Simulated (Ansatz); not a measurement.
# AlGeH4: the cost of one run

The runs use Ansatz 0.2.0, Gaussian basis; cc-pVDZ, all electrons in the functionals, frozen cores in the correlation of double hybrids and RPA.

To be run: wB97M-V, B2PLYP, RPA-PBE, at charge 0, doublet; charge 0, quartet; charge 1, singlet; charge 1, triplet; displaced geometry v1; displaced geometry v2.

18 further runs of the same task are left out: 6 that didn't finish, 12 set aside as unsound or not needed.

### Step 1. What is computed

The geometry is a PBE0/def2-TZVP stationary point (not a proven minimum). No spin-orbit coupling is included. The filled d shell of Ge may be among the frozen orbitals whatever the setting's name suggests; the logs give the count.

6 atoms, charge 0, spin multiplicity 2.

Atoms are counted from 1 here; the program's logs count them from 0.

Bond lengths: Ge1–Al2 2.663 Å, Ge1–H3 1.726 Å, Ge1–H4 1.726 Å, Al2–H3 1.762 Å, Al2–H4 1.762 Å, Al2–H5 1.582 Å, Al2–H6 1.582 Å. Angles: Al2–Ge1–H3 40.7°, Al2–Ge1–H4 40.7°, H3–Ge1–H4 81.4°, Ge1–Al2–H3 39.7°, Ge1–Al2–H4 39.7°, Ge1–Al2–H5 117.5°, Ge1–Al2–H6 117.5°, H3–Al2–H4 79.5°, H3–Al2–H5 110.8°, H3–Al2–H6 110.8°, H4–Al2–H5 110.8°, H4–Al2–H6 110.8°, H5–Al2–H6 124.9°, Ge1–H3–Al2 99.6°, Ge1–H4–Al2 99.6°.

Coordinates:

| atom | x (Å) | y (Å) | z (Å) |
| --- | --- | --- | --- |
| Ge1 | 0.0000 | 0.0000 | 0.7847 |
| Al2 | 0.0000 | 0.0000 | -1.8784 |
| H3 | -1.1260 | 0.0000 | -0.5236 |
| H4 | 1.1260 | 0.0000 | -0.5236 |
| H5 | 0.0000 | -1.4027 | -2.6096 |
| H6 | 0.0000 | 1.4027 | -2.6096 |

No dispersion term is added; wB97M-V holds VV10 nonlocal correlation.

The geometry shown and the zero of energy belong to the point charge 0, doublet. The yardstick, UCCSDT(Q), and other wave-function levels (R restricted, U unrestricted, valence and pair active spaces) come from earlier runs.

### Step 2. wB97M-V, charge 0, doublet

Contents of in.yaml:

```yaml
crystal:
  periodic: [false, false, false]
  atoms:
    - {symbol: Ge, position_ang: [0.000000, 0.000000, 0.784674]}
    - {symbol: Al, position_ang: [0.000000, 0.000000, -1.878421]}
    - {symbol: H, position_ang: [-1.125990, -0.000002, -0.523581]}
    - {symbol: H, position_ang: [1.125990, 0.000002, -0.523581]}
    - {symbol: H, position_ang: [0.000002, -1.402706, -2.609571]}
    - {symbol: H, position_ang: [-0.000002, 1.402706, -2.609571]}
basis:
  gaussian: {orbitals: cc-pVDZ}
magnetization: {spin_polarized: true, initial_magnetization: 1}
hamiltonian: {xc: {name: wB97M-V}}
output: {orbitals: {seedname: orbitals}}
```

On the command line:

```
$ ansatz run in.yaml --threads 1 --pin off --events-out ev --progress --plain --max-ram 2393MiB
```

What time and memory should one allow on 1 thread of Arm Neoverse V1, shared host?

About 16 s, with a peak of 0.3 GiB.
